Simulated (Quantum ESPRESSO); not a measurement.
**MoS2 in Quantum ESPRESSO: the effect of start occupations**

Crystal: MoS2.

```
Mo S
1.0
     3.16100    0.00000    0.00000
    -1.58050    2.73751    0.00000
     0.00000    0.00000   12.29500
Mo S
2 4
Direct
  0.33333 0.66667 0.25000
  0.66667 0.33333 0.75000
  0.33333 0.66667 0.62750
  0.66667 0.33333 0.12750
  0.33333 0.66667 0.87250
  0.66667 0.33333 0.37250
```

Alike in all runs:

| Item | Value |
| --- | --- |
| Program | Quantum ESPRESSO 7.5 |
| Task | single point |
| Functional | PBE |
| Potentials or basis | GBRV 1.5 PBE |
| Cutoff | 612 eV |
| Density cutoff | 4898 eV |
| k mesh | 4 × 4 × 1 |
| Occupations | gaussian, width 0.05 eV |
| Spin | collinear spin, antiferromagnetic start |
| Starting moments | [2.0, -2.0, 0.0, 0.0, 0.0, 0.0] μB |
| Fixed moment | 0 μB |
| Hubbard terms | Mo d U = 7 eV |

Task: One run gave: largest force 2.26 eV/Å. Which start occupations did it use?
A. atomic
B. random8
C. random6
D. random7
E. random5

Result: A.

```csv
start occupations,largest force (eV/Å)
atomic,2.26
random3,1.37
random4,1.37
random5,1.37
random6,1.37
random7,2.00
random8,2.03
```

Caveats: all runs use coarse meshes; the total moment is fixed, so each spin has its own Fermi level; forces of over 1 eV/Å show positions far from the minimum, so gaps and moduli don't describe the material at rest.
